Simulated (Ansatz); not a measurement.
Born–Oppenheimer molecular dynamics of a periodic cell of 20 atoms, Cs2TeH6SO10 (host Cs2TeH6SO10, host structure R3). It starts from an unrelaxed structure (largest force component 11.25 eV/Å).

The calculation used DFT PBE-D3(BJ), scalar-relativistic, plane waves, PAW in Ansatz. Settings: accuracy low, cutoff 420 eV, k mesh 2x2x2, fermi-dirac smearing 0.05 eV, no spin polarisation.

```
ensemble        : NVT, Langevin thermostat
time step       : 0.75 fs
steps asked     : 340
set temperature : 700 K
friction        : 0.005 /fs
seed            : 920090
```

Frames 7.5 fs apart, positions in Å, forces in eV/Å.

Velocities at 7.5 fs (Å/ps):

```
Cs -2.74 0.17 -1.42
Cs 0.62 -3.12 -0.45
Te 3.49 -1.78 3.64
H 56.88 41.07 4.40
H -71.00 32.85 -7.98
H -1.42 -67.84 -20.74
H -84.36 -37.22 19.55
H 64.54 -47.89 43.44
H 35.57 83.74 51.48
S -0.63 0.76 -14.77
O -7.70 2.58 -14.57
O -1.88 -3.48 -6.60
O 6.43 1.01 -15.86
O 8.18 0.78 -32.32
O 3.65 12.67 24.68
O -13.20 -0.63 17.28
O 8.82 -11.00 22.79
O 15.09 8.22 7.13
O -12.60 18.52 10.85
O -13.74 -5.41 7.33
```

```xyz
20
Lattice="3.7395 2.1590 5.5457 -3.7395 2.1590 5.5457 0.0000 -4.3180 5.5457" Properties=species:S:1:pos:R:3:forces:R:3 time_fs=7.5 energy_less_start_eV=-5.356 T=2752
Cs -0.019 0.005 4.280 -0.01 0.00 -0.35
Cs 0.005 -0.018 12.644 -0.04 0.05 0.39
Te 0.024 -0.017 0.195 -1.94 2.01 2.38
H 0.243 2.125 10.199 1.28 1.50 -0.48
H -2.079 -0.921 10.121 2.67 0.14 -0.48
H 1.791 -1.345 9.946 -0.88 1.57 -0.22
H 1.838 1.745 7.484 0.21 1.36 -1.12
H -2.483 0.780 7.588 -0.91 -0.49 -1.10
H 0.769 -2.442 7.698 -0.05 -0.86 -1.33
S 0.004 0.001 8.383 -0.15 0.13 -8.04
O 0.756 3.006 10.125 -0.31 -0.60 -1.37
O -2.993 -0.798 10.170 -3.45 -0.32 -1.68
O 2.212 -2.173 10.087 2.57 -3.02 -0.37
O 0.064 0.009 6.835 -0.20 0.01 1.71
O 0.719 1.283 8.690 -0.28 -1.79 1.80
O -1.483 0.002 8.642 1.86 0.32 1.58
O 0.754 -1.279 8.676 -1.66 1.51 1.68
O 2.084 2.515 6.826 1.01 -1.32 2.18
O -3.209 0.625 6.857 0.45 0.46 2.59
O 1.039 -2.969 6.832 -0.16 -0.66 2.21
20
Lattice="3.7395 2.1590 5.5457 -3.7395 2.1590 5.5457 0.0000 -4.3180 5.5457" Properties=species:S:1:pos:R:3:forces:R:3 time_fs=15.0 energy_less_start_eV=-4.286 T=2353
Cs -0.040 0.008 4.270 -0.02 -0.02 -2.23
Cs 0.008 -0.041 12.644 -0.23 0.11 0.44
Te 0.042 -0.025 0.229 -1.95 2.68 -1.09
H 0.507 2.037 10.280 0.69 3.18 -1.21
H -1.984 -0.680 9.954 -3.02 -0.35 0.27
H 1.599 -1.408 9.854 1.71 -1.52 0.59
H 1.572 1.963 7.253 -2.11 -3.24 1.34
H -2.436 0.409 7.460 -0.38 0.98 -0.22
H 0.921 -2.287 7.577 -1.10 0.24 0.99
S 0.007 0.019 8.228 1.19 0.77 1.18
O 0.718 3.068 9.993 0.41 -1.61 2.13
O -3.070 -0.825 10.103 1.82 -0.08 -0.51
O 2.312 -2.220 9.974 0.38 -0.05 1.22
O 0.113 0.024 6.664 -0.50 0.06 5.61
O 0.727 1.320 8.878 -1.88 -5.34 -3.00
O -1.522 0.006 8.773 4.30 0.44 -2.60
O 0.768 -1.304 8.846 -3.75 3.81 -2.82
O 2.190 2.538 6.916 3.10 3.31 -0.89
O -3.279 0.756 6.995 0.08 -1.66 1.36
O 0.937 -3.005 6.921 1.26 -1.73 -0.56
20
Lattice="3.7395 2.1590 5.5457 -3.7395 2.1590 5.5457 0.0000 -4.3180 5.5457" Properties=species:S:1:pos:R:3:forces:R:3 time_fs=22.5 energy_less_start_eV=-3.805 T=2129
Cs -0.061 0.015 4.253 -0.01 -0.11 -2.54
Cs 0.013 -0.069 12.649 -0.57 0.18 0.41
Te 0.046 -0.026 0.262 -0.23 2.76 -2.55
H 0.798 2.198 10.106 -0.44 1.06 -0.40
H -2.182 -0.452 9.845 -2.16 -1.45 0.66
H 1.752 -1.604 10.059 0.46 -0.43 -0.41
H 1.488 1.913 6.957 2.35 1.40 0.25
H -2.426 0.237 7.165 -2.69 2.42 0.43
H 0.589 -2.170 7.765 0.55 -2.00 -0.71
S 0.022 0.045 8.103 0.04 0.77 11.69
O 0.707 3.178 9.885 2.25 -0.91 2.22
O -3.184 -0.865 10.019 1.78 1.76 -0.19
O 2.451 -2.294 9.901 -2.02 -0.34 1.74
O 0.139 0.042 6.666 -0.01 0.25 1.10
O 0.690 1.208 8.983 -0.64 -3.27 -4.70
O -1.409 0.034 8.822 2.06 0.58 -4.33
O 0.666 -1.199 8.922 -1.56 0.42 -4.65
O 2.308 2.574 7.014 -3.15 -1.68 -0.23
O -3.346 0.853 7.169 2.77 -3.76 0.13
O 0.846 -3.090 6.999 1.20 2.35 2.07
20
Lattice="3.7395 2.1590 5.5457 -3.7395 2.1590 5.5457 0.0000 -4.3180 5.5457" Properties=species:S:1:pos:R:3:forces:R:3 time_fs=30.0 energy_less_start_eV=-2.838 T=1564
Cs -0.089 0.021 4.225 0.10 -0.17 -0.91
Cs 0.023 -0.093 12.650 -0.53 0.32 0.16
Te 0.044 -0.020 0.286 -0.43 1.39 -1.58
H 0.866 2.379 9.811 -0.01 -4.20 -0.08
H -2.465 -0.584 9.907 4.79 1.71 -0.38
H 1.866 -1.718 10.053 -1.44 0.92 -0.67
H 1.681 1.811 6.705 1.43 2.57 2.16
H -2.467 0.488 7.048 -1.69 0.46 1.61
H 0.413 -2.609 7.785 -1.35 2.08 1.62
S 0.035 0.074 8.155 -0.66 -3.13 3.01
O 0.771 3.287 9.835 2.71 2.64 1.43
O -3.320 -0.861 9.943 -3.60 0.09 1.43
O 2.535 -2.384 9.894 -3.05 -1.32 1.56
O 0.158 0.079 6.721 0.36 0.69 -0.99
O 0.667 1.022 8.945 5.42 7.31 1.50
O -1.249 0.090 8.753 -7.64 0.80 -1.13
O 0.524 -1.096 8.859 2.81 -6.33 -0.63
O 2.361 2.604 7.112 -4.10 -3.40 -3.08
O -3.403 0.865 7.322 2.49 -2.17 -2.77
O 0.788 -3.142 7.110 4.39 -0.25 -2.27
20
Lattice="3.7395 2.1590 5.5457 -3.7395 2.1590 5.5457 0.0000 -4.3180 5.5457" Properties=species:S:1:pos:R:3:forces:R:3 time_fs=37.5 energy_less_start_eV=-5.850 T=2478
Cs -0.121 0.026 4.196 0.17 -0.21 0.33
Cs 0.031 -0.110 12.651 -0.57 0.52 0.07
Te 0.042 -0.013 0.303 -1.17 0.23 -2.07
H 0.744 2.295 9.559 0.05 1.70 0.81
H -2.490 -0.603 9.871 1.22 0.63 -0.37
H 1.772 -1.860 9.680 -0.08 0.34 0.53
H 1.615 1.878 7.070 1.15 0.98 0.21
H -2.517 0.643 7.463 2.42 -0.69 0.57
H 0.114 -2.643 7.837 2.17 -0.67 -2.22
S 0.039 0.057 8.247 -0.19 -0.93 -3.27
O 0.928 3.354 9.818 1.39 -2.17 1.48
O -3.425 -0.805 9.908 -0.37 0.74 1.84
O 2.483 -2.494 9.959 -2.41 -1.33 0.55
O 0.185 0.126 6.749 0.38 0.56 1.86
O 0.799 1.042 8.936 2.94 3.26 1.51
O -1.317 0.165 8.643 -4.67 1.04 0.49
O 0.463 -1.208 8.773 1.75 -4.34 1.01
O 2.342 2.599 7.144 -2.57 -1.41 -1.37
O -3.438 0.829 7.390 -2.18 -0.41 -2.70
O 0.823 -3.171 7.180 0.57 2.15 0.75
20
Lattice="3.7395 2.1590 5.5457 -3.7395 2.1590 5.5457 0.0000 -4.3180 5.5457" Properties=species:S:1:pos:R:3:forces:R:3 time_fs=45.0 energy_less_start_eV=-5.141 T=2183
Cs -0.156 0.028 4.172 0.35 -0.02 0.63
Cs 0.037 -0.121 12.653 -0.48 0.73 -0.15
Te 0.032 -0.007 0.310 -0.76 -0.62 -0.94
H 0.499 2.580 9.579 1.36 0.90 0.58
H -2.440 -0.475 9.681 -3.14 -0.68 0.75
H 1.767 -1.997 9.478 0.92 -0.11 1.44
H 1.683 1.968 7.392 -3.44 -4.87 1.36
H -2.403 0.699 8.024 -1.24 0.35 -2.60
H 0.178 -2.485 7.462 1.89 -1.05 -0.28
S 0.043 0.016 8.294 2.20 1.28 0.01
O 1.124 3.370 9.844 -1.40 -0.15 1.92
O -3.512 -0.701 9.918 2.84 0.46 1.17
O 2.349 -2.630 10.052 -0.73 -0.73 0.17
O 0.221 0.182 6.841 -0.19 -0.27 1.07
O 1.022 1.162 8.982 -3.82 -4.12 -1.07
O -1.531 0.268 8.563 3.90 -1.33 2.38
O 0.447 -1.448 8.727 -1.75 3.90 0.20
O 2.254 2.594 7.140 4.08 5.32 -2.86
O -3.462 0.760 7.360 0.22 0.18 -2.33
O 0.931 -3.170 7.214 -0.81 0.81 -1.47
20
Lattice="3.7395 2.1590 5.5457 -3.7395 2.1590 5.5457 0.0000 -4.3180 5.5457" Properties=species:S:1:pos:R:3:forces:R:3 time_fs=52.5 energy_less_start_eV=-4.768 T=1945
Cs -0.185 0.028 4.154 1.24 0.04 0.78
Cs 0.043 -0.128 12.657 -0.22 0.50 -0.16
Te 0.015 0.000 0.306 -1.66 1.13 -0.09
H 0.607 2.829 9.745 -1.85 -2.73 -1.21
H -2.561 -0.469 9.601 -1.60 -0.06 0.55
H 1.956 -1.913 9.737 0.03 -1.29 0.43
H 1.792 1.667 7.749 0.53 2.13 -1.15
H -2.659 0.845 7.631 3.61 0.20 1.22
H 0.613 -2.373 7.195 -1.62 2.95 0.23
S 0.077 -0.014 8.342 -1.40 0.05 2.02
O 1.286 3.423 9.940 0.32 3.52 3.09
O -3.568 -0.572 9.983 0.97 -1.33 1.23
O 2.212 -2.800 10.174 1.43 1.14 0.21
O 0.268 0.236 6.953 0.24 -0.29 -2.29
O 1.134 1.169 8.993 -2.99 -3.60 -0.83
O -1.634 0.338 8.556 5.44 -1.43 1.61
O 0.391 -1.557 8.698 -0.96 5.28 0.51
O 2.173 2.617 7.099 0.64 -1.99 -0.07
O -3.488 0.691 7.245 -4.10 0.10 -4.14
O 1.055 -3.181 7.173 1.94 -4.33 -1.93
20
Lattice="3.7395 2.1590 5.5457 -3.7395 2.1590 5.5457 0.0000 -4.3180 5.5457" Properties=species:S:1:pos:R:3:forces:R:3 time_fs=60.0 energy_less_start_eV=-6.397 T=2581
Cs -0.209 0.026 4.147 1.68 -0.05 0.66
Cs 0.051 -0.131 12.660 -0.19 0.57 -0.07
Te -0.014 0.009 0.301 -0.33 0.37 -0.76
H 0.920 2.732 9.686 0.10 -0.10 0.45
H -2.750 -0.409 9.579 0.47 -0.36 0.21
H 2.014 -2.041 10.030 -1.52 1.16 -1.43
H 2.091 1.982 7.742 -0.48 -1.58 0.64
H -2.462 0.757 7.252 -2.35 -1.19 0.64
H 1.011 -2.280 7.063 -0.85 0.40 -0.09
S 0.101 -0.033 8.403 -1.50 2.60 -1.12
O 1.382 3.514 10.117 -1.97 0.92 0.93
O -3.611 -0.492 10.101 -1.19 -1.51 1.25
O 2.141 -2.940 10.314 2.77 -0.14 0.83
O 0.318 0.279 7.002 -0.29 -0.86 -1.80
O 1.142 1.063 8.996 -2.68 -2.54 1.35
O -1.555 0.360 8.603 3.38 -0.88 0.50
O 0.308 -1.500 8.679 0.09 2.26 1.15
O 2.124 2.617 7.032 1.61 1.83 -2.06
O -3.568 0.634 7.022 3.23 1.07 -0.41
O 1.180 -3.236 7.070 0.01 -1.99 -0.90
20
Lattice="3.7395 2.1590 5.5457 -3.7395 2.1590 5.5457 0.0000 -4.3180 5.5457" Properties=species:S:1:pos:R:3:forces:R:3 time_fs=67.5 energy_less_start_eV=-6.581 T=2646
Cs -0.224 0.026 4.147 1.86 -0.27 0.23
Cs 0.059 -0.127 12.663 -0.46 0.17 0.02
Te -0.045 0.017 0.298 0.26 1.51 -2.19
H 1.326 2.699 9.865 -1.39 1.76 1.23
H -2.807 -0.465 9.541 -1.85 -0.13 2.50
H 1.600 -2.326 10.021 0.68 -0.40 0.31
H 2.012 1.967 7.577 -0.75 -2.23 1.20
H -2.745 0.117 7.188 -1.34 2.71 -1.00
H 1.025 -2.278 6.937 0.20 -2.93 0.10
S 0.090 -0.005 8.442 -1.47 3.27 -5.35
O 1.414 3.636 10.310 -0.18 -1.07 -1.70
O -3.681 -0.463 10.266 1.49 -1.05 -1.86
O 2.158 -3.043 10.458 1.04 1.07 -1.36
O 0.358 0.292 6.987 -0.56 -0.99 -0.29
O 1.079 0.875 9.054 0.88 1.48 3.11
O -1.359 0.346 8.662 -1.15 0.24 1.01
O 0.247 -1.383 8.716 1.28 -4.26 1.76
O 2.144 2.639 6.936 1.42 2.71 -0.84
O -3.605 0.604 6.777 1.45 -3.74 3.01
O 1.303 -3.319 6.923 -1.42 2.14 0.11
20
Lattice="3.7395 2.1590 5.5457 -3.7395 2.1590 5.5457 0.0000 -4.3180 5.5457" Properties=species:S:1:pos:R:3:forces:R:3 time_fs=75.0 energy_less_start_eV=-5.555 T=1992
Cs -0.233 0.025 4.149 0.25 -0.49 -0.57
Cs 0.064 -0.118 12.666 -0.32 0.23 0.09
Te -0.072 0.032 0.290 -1.43 1.10 -0.12
H 1.070 2.813 10.382 1.17 0.96 -0.64
H -2.906 -0.652 9.939 -0.29 0.87 0.16
H 1.385 -2.754 10.120 1.58 1.37 0.24
H 1.625 1.608 7.150 1.19 2.56 -1.11
H -2.816 0.318 7.086 -0.01 0.76 -0.03
H 0.817 -2.536 6.951 1.91 -1.30 0.60
S 0.073 0.064 8.393 4.81 -4.83 0.21
O 1.452 3.765 10.472 -0.29 -2.68 -2.66
O -3.753 -0.462 10.437 0.01 -0.25 -1.64
O 2.200 -3.119 10.556 0.36 -0.75 -2.00
O 0.367 0.292 6.955 0.62 0.82 -0.84
O 1.052 0.740 9.207 2.06 3.02 1.45
O -1.224 0.350 8.748 -8.15 2.77 1.03
O 0.236 -1.379 8.809 0.63 -1.49 -1.31
O 2.215 2.680 6.892 -1.93 -2.12 2.88
O -3.654 0.502 6.595 0.49 -2.69 2.43
O 1.393 -3.404 6.774 -2.64 2.15 1.84
20
Lattice="3.7395 2.1590 5.5457 -3.7395 2.1590 5.5457 0.0000 -4.3180 5.5457" Properties=species:S:1:pos:R:3:forces:R:3 time_fs=82.5 energy_less_start_eV=-4.628 T=1546
Cs -0.242 0.022 4.154 0.47 -0.24 -0.58
Cs 0.062 -0.109 12.666 -0.20 0.36 0.20
Te -0.103 0.044 0.281 1.78 -1.72 0.43
H 1.209 2.924 10.534 0.28 -1.85 -0.83
H -2.978 -0.448 10.257 4.00 0.69 -1.74
H 1.653 -2.454 10.177 0.86 -1.76 -0.07
H 1.690 2.073 6.511 -3.60 -3.41 -0.79
H -2.934 0.632 6.955 2.84 -0.83 2.34
H 1.102 -2.788 7.322 -0.36 0.87 0.81
S 0.110 0.074 8.348 -0.81 -2.02 6.13
O 1.500 3.835 10.554 0.46 -0.54 -2.94
O -3.835 -0.452 10.569 -4.34 1.09 -0.75
O 2.270 -3.219 10.586 -2.11 3.28 -3.26
O 0.385 0.302 6.903 -0.19 0.10 1.08
O 1.075 0.710 9.383 -0.68 0.74 -2.25
O -1.316 0.423 8.852 1.01 0.17 -1.98
O 0.245 -1.436 8.854 0.43 0.47 -2.27
O 2.227 2.681 6.918 1.70 3.55 3.33
O -3.686 0.329 6.492 -0.84 0.85 0.39
O 1.432 -3.455 6.695 -0.68 0.20 2.73
```

Of the whole run (255 fs, mean temperature of the second half 1596 K): The mean temperature of the second half is 128 % above the set value. A run of 0.26 ps of so small a system gives no equilibrium averages. Limits of this set-up: low accuracy level.

Time of the run: 13 min on 1 thread of AMD EPYC 9R45 96-Core Processor (Zen 5), on a shared host, peak memory 0.77 GiB.
